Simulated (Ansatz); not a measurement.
# Co (hcp type): how the settings move a single-point run

Aim: see which settings change the result for Co (hcp type), by how much, and at what cost.

Method: reference: DFT, PBE, all-electron PAW with datasets made for the crystal, scalar-relativistic, in Ansatz 0.2.0.

1 further run of the same task is left out (set aside as unsound or not needed).

## (1) The structure to begin with

The structure is hexagonal, space group P6_3/mmc (No. 194). Conventional cell: a = 2.297 Å, b = 2.297 Å, c = 3.710 Å, α = 90.00°, β = 90.00°, γ = 120.00°. Around Co (site symmetry -6m2) lie 12 Co at 2.28 to 2.30 Å.

Coordinates:

```cif
data_structure
_symmetry_space_group_name_H-M 'P 1'
_symmetry_Int_Tables_number 1
_cell_length_a 2.2972
_cell_length_b 2.2972
_cell_length_c 3.7098
_cell_angle_alpha 90.000
_cell_angle_beta 90.000
_cell_angle_gamma 120.000
_cell_volume 16.95
loop_
_atom_site_label
_atom_site_type_symbol
_atom_site_fract_x
_atom_site_fract_y
_atom_site_fract_z
_atom_site_occupancy
Co1 Co 0.33333 0.66667 0.25000 1
Co2 Co 0.66667 0.33333 0.75000 1
```

## (2) The reference run

Contents of input.yaml:

```yaml
crystal:
  lattice:
    - [2.2972099873, 0.0, 0.0]
    - [-1.1486049936, 1.9894422068, 0.0]
    - [0.0, 0.0, 3.7097728546]
  atoms:
    - { symbol: Co, position: [0.3333333333, 0.6666666667, 0.25], spin: 1.7 }
    - { symbol: Co, position: [0.6666666667, 0.3333333333, 0.75], spin: 1.7 }
magnetization:
  spin_polarized: true
kpoints:
  mp_grid: { grid: [17, 17, 10] }
scf:
  occupations: { method: fermi_dirac, width: 0.05 }
hamiltonian:
  xc: pbe
  pseudopotentials: { kind: all_electron, datasets: crystal }
output:
  forces: true
  stress: true
  eigenvalues: true
```

Command:

```
ansatz run input.yaml --threads 1 --pin off --max-ram 3072MiB --backend cpu --events-out ev --progress --plain --runs-dir out
```

## (3) A further run, with the input changed

input.yaml: that of step 2 with these lines changed.

```diff
@@ -13,3 +13,3 @@
 scf:
-  occupations: { method: fermi_dirac, width: 0.05 }
+  occupations: { method: fermi_dirac, width: 0.1 }
 hamiltonian:
@@ -17,2 +17,3 @@
   pseudopotentials: { kind: all_electron, datasets: crystal }
+  hubbard: { sites: [{ species: Co, l: d, u_eff: 2.0 }], double_counting: amf }
 output:
```

(Steps that only read results are left out.)

Q: Predict the outcome of this session. Wanted: for each run, ending; energy change.

**Answer**, as computed:

| run | ending | energy change | cycles | time |
| --- | --- | --- | --- | --- |
| reference | converged | - | 9 | 65 s |
| 1: occupations.width 0.1, hubbard.sites [{species: Co, l: d, u_eff: 2.0}], hubbard.double_counting amf | refused | - | - | 0.28 s |

Residual by cycle in the longest SCF loop of each run; runs are numbered as in the table. The quantity is the density residual dr2, in eV.

```csv
cycle,reference
1,0.0228
2,0.0389
3,0.00446
4,1.7e-4
5,5.5e-5
6,2.8e-6
7,1.2e-7
8,1.2e-7
9,4.5e-9
```

What this shows: With the changed smearing and Hubbard U the run ends refused. The structure is not at rest: the sound run finds 92 GPa, so these are no properties of the relaxed crystal.  1 of the 1 altered inputs did not end normally.
